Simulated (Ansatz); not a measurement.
What does this script print? It uses Ansatz 0.2.0 through its Python package.

`run_fatbands.py`
```python
# -*- coding: utf-8 -*-
from pathlib import Path

import ansatz as az
from ase import Atoms
import pandas as pd

atoms = Atoms(
    ['Lu', 'H', 'H'],
    scaled_positions=[
        (0.0, 0.0, 0.0),
        (0.25, 0.25, 0.25),
        (0.75, 0.75, 0.75),
    ],
    cell=[
        (0.0, 2.5165, 2.5165),
        (2.5165, 0.0, 2.5165),
        (2.5165, 2.5165, 0.0),
    ],
    pbc=True,
)
crystal = az.Crystal.from_ase(atoms)

points = {'K': (0.375, 0.375, 0.75), 'G': (0.0, 0.0, 0.0), 'L': (0.5, 0.5, 0.5), 'W': (0.5, 0.25, 0.75), 'X': (0.5, 0.0, 0.5)}
calc = (
    crystal.calculation()
    .functional('r2SCAN')
    .basis(530)
    .kpoints(7, 7, 7, center='gamma')
    .occupations('Methfessel-Paxton', width=0.1)
    .band_structure(list(points.values()), intervals=1)
    .fat_bands()
)
result = calc.run(threads=1, pin='off')
summary = result.report
file = Path(result.write_results('results')) / 'fatbands.tsv'
names = file.read_text().splitlines()[0].lstrip('# ').split('\t')
table = pd.read_csv(file, sep='\t', comment='#', names=names)
near = table[table.e_minus_ef.abs() < 4]
for ik, label in enumerate(points):
    print(label)
    for _, row in near[near.ik == ik].iterrows():
        main = row[names[4:]].astype(float).nlargest(2)
        print(f'   band {int(row.band):3d} {row.e_minus_ef:7.3f} eV  ' + ', '.join(f'{k} {v:.2f}' for k, v in main.items()))
```

```console
$ python run_fatbands.py
K
   band  13  -1.215 eV  lu0_l2_5D 0.94, lu0_l0_6S 0.04
G
   band  12  -0.711 eV  h1_l0_1S 0.46, h2_l0_1S 0.46
   band  13   1.802 eV  lu0_l2_5D 1.00, lu0_l0_5S 0.00
   band  14   1.802 eV  lu0_l2_5D 1.00, lu0_l0_5S 0.00
   band  15   1.802 eV  lu0_l2_5D 1.00, lu0_l0_5S 0.00
L
   band  13   1.877 eV  lu0_l2_5D 1.00, lu0_l0_5S 0.00
   band  14   1.877 eV  lu0_l2_5D 1.00, lu0_l0_5S 0.00
W
   band  13  -0.917 eV  lu0_l2_5D 0.97, lu0_l1_5P 0.01
   band  14   2.236 eV  lu0_l2_5D 0.56, lu0_l0_6S 0.42
X
   band  13  -2.134 eV  lu0_l2_5D 0.91, lu0_l0_6S 0.08
```

The computed bands are complete only to about 4.5 eV above the Fermi level. For a metal this k-point mesh is coarse: on a finer one energies can move by several to tens of meV an atom and pressures by half a GPa or more, differences at one mesh by less. The starting cell is as deposited in a crystallographic database; the results hold for this polymorph, which needn't be the stable one. Gaps and levels are Kohn-Sham values on a finite set of k-points, without spin-orbit coupling. Energies are less the Fermi level and bands count from 0. Only the largest channels are printed, equivalent atoms hold more, and in degenerate sets the split between sites is arbitrary; shells that the potentials lack have no channel. Finished in 2.9 s on 1 thread of Intel(R) Xeon(R) Platinum 8375C CPU @ 2.90GHz (Ice Lake), with other jobs on the host, peak memory 0.48 GiB.

(A comment or docstring line of the script was reworded after the run, the code is as it ran; lines on the test bed's own set-up are left out of the output.)
